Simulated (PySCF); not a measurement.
**Solver options tried on H**

Do solver options change the result for H, or only the number of cycles?

Computed with PySCF 2.14.0. Level: method and basis as typed in the scripts.

2 further runs of the same task are left out: 2 that didn't finish.

### 1 The atom

H: 1 atom, charge 0, spin multiplicity 2.

### 2 The run that the others are compared with

input.py

```python
from pyscf import gto, scf, mp

mol = gto.M(
    atom='H 0 0 0',
    basis='lanl2dz',
    charge=0,
    spin=1,
    verbose=4,
)
mf = scf.UHF(mol)
mf.kernel()
mp.MP2(mf).kernel()
mf.dip_moment()
print('orbital energies (hartree):', [e[max(0, n-3):n+3].round(4) for e, n in zip(mf.mo_energy, mol.nelec)])
```

Launch:

```console
$ python input.py
```

The log of this run is left out.

In short: E(SCF) = -0.497639 Eh, E(MP2) − E(SCF) = 0.00000 Eh, ⟨S²⟩ = 0.750.

### 3 DIIS space off

Edit 1 changes DIIS space: default → off.

input.py

```python
from pyscf import gto, scf, mp

mol = gto.M(
    atom='H 0 0 0',
    basis='lanl2dz',
    charge=0,
    spin=1,
    verbose=4,
)
mf = scf.UHF(mol)
mf.diis = False
mf.kernel()
mp.MP2(mf).kernel()
mf.dip_moment()
print('orbital energies (hartree):', [e[max(0, n-3):n+3].round(4) for e, n in zip(mf.mo_energy, mol.nelec)])
```

Launch:

```console
$ python input.py
```

### 4 Cycle limit 8

Edit 2 changes cycle limit: 50 → 8.

Changes to input.py since step 2:

```diff
@@ -10,2 +10,3 @@
 mf = scf.UHF(mol)
+mf.max_cycle = 8
 mf.kernel()
```

### 5 Damping 0.2

Edit 3 changes damping: none → 0.2.

Changes to input.py since step 2:

```diff
@@ -10,2 +10,4 @@
 mf = scf.UHF(mol)
+mf.damp = 0.2
+mf.diis_start_cycle = 8
 mf.kernel()
```

### 6 Second-order solver on

Edit 4 changes second-order solver: off → on.

Changes to input.py since step 2:

```diff
@@ -10,2 +10,3 @@
 mf = scf.UHF(mol)
+mf = mf.newton()
 mf.kernel()
```

### 7 Cycle limit 200

Edit 5 changes cycle limit: 50 → 200.

Changes to input.py since step 2:

```diff
@@ -10,2 +10,3 @@
 mf = scf.UHF(mol)
+mf.max_cycle = 200
 mf.kernel()
```

### 8 Smearing width 0.01 hartree

Edit 6 changes smearing width: none → 0.01 hartree; step after the SCF: mp2 → none.

Changes to input.py since step 2:

```diff
@@ -1,2 +1,2 @@
-from pyscf import gto, scf, mp
+from pyscf import gto, scf
 
@@ -10,4 +10,4 @@
 mf = scf.UHF(mol)
+mf = scf.addons.smearing_(mf, sigma=0.01, method='fermi')
 mf.kernel()
-mp.MP2(mf).kernel()
 mf.dip_moment()
```

Before running it: what results should come out? Wanted: for each run, E(SCF); from base; gap, α spin.

The runs gave:

| run | E(SCF) (hartree) | from base (eV) | cycles | gap, α spin (eV) |
| --- | --- | --- | --- | --- |
| base | -0.497639 | 0 | n/a | 27.87 |
| DIIS space off | -0.497639 | 0.0000 | n/a | 27.87 |
| cycle limit 8 | -0.497639 | 0.0000 | n/a | 27.87 |
| damping 0.2 | -0.497639 | 0.0000 | n/a | 27.87 |
| second-order solver on | -0.497639 | 0.0000 | 3 macro | 40.70 |
| cycle limit 200 | -0.497639 | 0.0000 | n/a | 27.87 |
| smearing width 0.01 hartree | -0.497639 | 0.0000 | n/a | n/a |

In words: With DIIS space off or cycle limit 8 or damping 0.2 or second-order solver on or cycle limit 200 or smearing width 0.01 hartree the SCF ends at the base energy.
